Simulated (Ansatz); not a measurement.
# CH6AlGaOSi: a ladder of functionals and wavefunction methods

One table from this session's results is given with a row withheld; the runs are named, their logs left out.

The runs use Ansatz 0.2.0, Gaussian basis; functionals in def2-TZVPP, the program's frozen cores in correlated methods.

Plan: LDA (SPW92), PBE-D4, revPBE-D4, BLYP-D4, r2SCAN-D4, B97M-V, PBE0-D4, B3LYP-D4, r2SCANh-D4, r2SCAN0-D4, HSE06-D4, BHLYP-D4, CAM-B3LYP-D4, LC-ωPBE, ωB97X-V, ωB97M-V, B2PLYP, PBE-QIDH; CCSD(T)/def2-SVP; CCSD(T)/def2-TZVPP; MP2/def2-QZVPP; extrapolation to the limit; RPA on PBE.

## The relaxed structure

An earlier PBE0-D4 in a triple-zeta def2 set relaxation fixed the geometry.

SMILES `C[SiH2][Al]1[O][GaH]1`, 11 atoms, charge 0, spin multiplicity 1.

Atoms are counted from 1 here; the program's logs count them from 0.

Bond lengths: C1–Si2 1.879 Å, C1–H6 1.092 Å, C1–H7 1.092 Å, C1–H8 1.092 Å, Si2–Al3 2.460 Å, Si2–H9 1.492 Å, Si2–H10 1.492 Å, Al3–O4 1.705 Å, Al3–Ga5 2.358 Å, O4–Ga5 1.888 Å, Ga5–H11 1.571 Å. Angles: Si2–C1–H6 110.9°, Si2–C1–H7 110.4°, Si2–C1–H8 111.0°, H6–C1–H7 108.2°, H6–C1–H8 108.0°, H7–C1–H8 108.2°, C1–Si2–Al3 112.2°, C1–Si2–H9 110.1°, C1–Si2–H10 110.3°, Al3–Si2–H9 107.9°, Al3–Si2–H10 108.9°, H9–Si2–H10 107.2°, Si2–Al3–O4 138.0°, Si2–Al3–Ga5 169.6°, O4–Al3–Ga5 52.4°, Al3–O4–Ga5 81.9°, Al3–Ga5–O4 45.7°, Al3–Ga5–H11 164.0° and more.

Set-up of the first run:

Contents of in.yaml:

```yaml
crystal:
  periodic: [false, false, false]
  atoms:
    - {symbol: C, position_ang: [-0.596736, 1.185907, 1.803316]}
    - {symbol: Si, position_ang: [0.857620, 0.403056, 0.907185]}
    - {symbol: Al, position_ang: [0.170933, -0.737455, -1.161584]}
    - {symbol: O, position_ang: [0.910401, -1.398116, -2.548755]}
    - {symbol: Ga, position_ang: [-0.882422, -1.796015, -2.986143]}
    - {symbol: H, position_ang: [-1.344939, 0.434294, 2.063373]}
    - {symbol: H, position_ang: [-0.262538, 1.668041, 2.724609]}
    - {symbol: H, position_ang: [-1.079638, 1.941027, 1.179625]}
    - {symbol: H, position_ang: [1.520908, -0.602950, 1.787788]}
    - {symbol: H, position_ang: [1.878256, 1.438239, 0.572118]}
    - {symbol: H, position_ang: [-1.171837, -2.536039, -4.341542]}
basis:
  gaussian: {orbitals: def2-TZVPP}
hamiltonian: {xc: lda}
output: {orbitals: {seedname: orbitals}}
```

The run is started by

```bash
$ ansatz run in.yaml --threads 4 --pin off --events-out ev --progress --plain --max-ram 10444MiB
```

Steps of the session up to this table: LDA; PBE-D4 (GGA); revPBE-D4 (GGA); BLYP-D4 (GGA); r2SCAN-D4 (meta-GGA); B97M-V (meta-GGA); PBE0-D4 (hybrid); B3LYP-D4 (hybrid); r2SCANh-D4 (hybrid); r2SCAN0-D4 (hybrid); HSE06-D4 (hybrid); BHLYP-D4 (hybrid); CAM-B3LYP-D4 (range-separated); LC-ωPBE (range-separated); ωB97X-V (range-separated); ωB97M-V (range-separated); B2PLYP (double hybrid); PBE-QIDH (double hybrid).

One table of the session follows, with a row left open; its other results are not shown here.

It belongs to the step «Frontier levels by functional». 

```
  functional  HOMO (eV)  LUMO (eV)  gap (eV)
 LDA (SPW92)      -4.94      -2.76      2.19
      PBE-D4      -4.80      -2.57      2.24
   revPBE-D4      -4.75      -2.48      2.26
     BLYP-D4      -4.67      -2.43      2.25
   r2SCAN-D4      -4.99      -2.45      2.54
      B97M-V      -5.00      -2.50      2.50
     PBE0-D4      -5.73      -1.83      3.90
    B3LYP-D4      -5.58      -2.00      3.57
  r2SCANh-D4      -5.34      -2.18      3.16
  r2SCAN0-D4      -5.86      -1.78      4.08
    HSE06-D4      -5.35      -2.20      3.15
    BHLYP-D4      -6.56      -1.03      5.52
CAM-B3LYP-D4      -6.89      -0.83      6.05
     LC-ωPBE          ?          ?         ?
     ωB97X-V      -7.78       0.08      7.86
     ωB97M-V      -7.62      -0.10      7.52
```

Q: Estimate the row for LC-ωPBE from the others.

**Answer.** HOMO (eV): -8.04; LUMO (eV): 0.17; gap (eV): 8.21. In the column «HOMO (eV)» it is the lowest.
